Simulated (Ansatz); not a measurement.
Task: a charge-density difference against the sublattices of CsAuBr3, space group Pm-3m, with the Python package of Ansatz (0.2.0). Give the script and its output. Settings (first run): LDA, PAW, cutoff 460 eV, 4×4×4 k-points, Fermi-Dirac smearing of 0.05 eV.

```
Cs Au Br
1.0
     5.47254    0.00000    0.00000
     0.00000    5.47254    0.00000
     0.00000    0.00000    5.47254
Cs Au Br
1 1 3
Direct
  0.50000 0.50000 0.50000
  0.00000 0.00000 0.00000
  0.00000 0.00000 0.50000
  0.50000 0.00000 0.00000
  0.00000 0.50000 0.00000
```

`csaubr3.py`
```python
import logging
import sys

import ansatz as az
import numpy as np

logging.basicConfig(stream=sys.stdout, format='%(levelname)s %(message)s')
log = logging.getLogger('run')
log.setLevel(logging.INFO)

vectors0 = np.array([
    [5.47254, 0.0, 0.0],
    [0.0, 5.47254, 0.0],
    [0.0, 0.0, 5.47254],
])
sites = [
    ('Cs', (0.5, 0.5, 0.5)),
    ('Au', (0.0, 0.0, 0.0)),
    ('Br', (0.0, 0.0, 0.5)),
    ('Br', (0.5, 0.0, 0.0)),
    ('Br', (0.0, 0.5, 0.0)),
]


def build(cell):
    crystal = az.Crystal(lattice=az.Lattice.of(cell))
    for symbol, position in sites:
        crystal = crystal.atom(symbol, position)
    return crystal

def solve(crystal):
    return (
        crystal.calculation()
        .functional(az.Functional.LDA)
        .occupations(az.OccupationsMethod.FERMI_DIRAC, width=0.05)
        .basis(460, grid_basis='typed')
        .kpoints(4, 4, 4)
        .density()
        .run(threads=1)
    )


whole = solve(build(vectors0))
difference = whole.density().channels[0].density_e_per_ang3.copy()
binding = whole.report['free_energy_ev']
for element in ['Cs', 'Au', 'Br']:
    part = az.Crystal(lattice=az.Lattice.of(vectors0))
    for symbol, position in sites:
        if symbol == element:
            part = part.atom(symbol, position)
    alone = solve(part)
    difference -= alone.density().channels[0].density_e_per_ang3
    binding -= alone.report['free_energy_ev']
    log.info(f'{element} sublattice: {alone.report["n_electrons"]:g} electrons, {alone.report["n_iterations"]} iterations')

voxel = abs(np.linalg.det(vectors0)) / difference.size
log.info(f'energy of the crystal less its unpolarised sublattices: {binding / len(sites):.4f} eV/atom')
log.info(f'net charge of the difference {difference.sum() * voxel:.5f} e, charge moved {0.5 * np.abs(difference).sum() * voxel:.3f} e')
log.info(f'extremes {difference.min():.4f} and {difference.max():.4f} e/A^3')
for (symbol, position) in sites:
    index = tuple(int(round(p * n)) % n for p, n in zip(position, difference.shape))
    log.info(f'  change of the pseudo-density at the grid point nearest {symbol}: {difference[index]:+.4f} e/A^3')
profile = difference.mean(axis=(0, 1))
print('planar mean along the third vector:', np.round(profile[:: max(len(profile) // 12, 1)], 4))
```

Output of `python csaubr3.py`:
```text
INFO Cs sublattice: 9 electrons, 6 iterations
INFO Au sublattice: 19 electrons, 7 iterations
INFO Br sublattice: 21 electrons, 7 iterations
INFO energy of the crystal less its unpolarised sublattices: -2.4650 eV/atom
INFO net charge of the difference -0.00000 e, charge moved 0.717 e
INFO extremes -0.2161 and 0.0539 e/A^3
INFO   change of the pseudo-density at the grid point nearest Cs: -0.0088 e/A^3
INFO   change of the pseudo-density at the grid point nearest Au: -0.0570 e/A^3
INFO   change of the pseudo-density at the grid point nearest Br: -0.0181 e/A^3
INFO   change of the pseudo-density at the grid point nearest Br: -0.0181 e/A^3
INFO   change of the pseudo-density at the grid point nearest Br: -0.0181 e/A^3
planar mean along the third vector: [-0.0085  0.0014  0.001   0.0008 -0.0008 -0.0019  0.0026  0.0049 -0.0014
 -0.0013  0.0003  0.0012  0.0013 -0.0059]
```

Caveats:
- The cell holds an odd number of electrons and is run without spin, so a magnetic state may lie lower.
- The mesh is modest for a metal, so energies can be off by several to tens of meV an atom and pressures by half a GPa or more; differences at equal mesh fare better.
- Spin-orbit coupling, which matters for elements this heavy, is left out.
- Grid values close to the nuclei reflect the PAW or pseudopotential construction, not the all-electron fields.
- The structure comes from a database of computed cells and needn't be a stable or known phase.
- Charge moved counts every rearrangement, bonding and polarisation too, and is no transfer between atoms; the bare sublattices are artificial references. Values near the nuclei depend on the potentials.
- Finished in 5.9 s on 1 thread of Arm Neoverse V2, on a shared host, peak memory 0.46 GiB.

(Lines on the test bed's own set-up are left out of the output.)
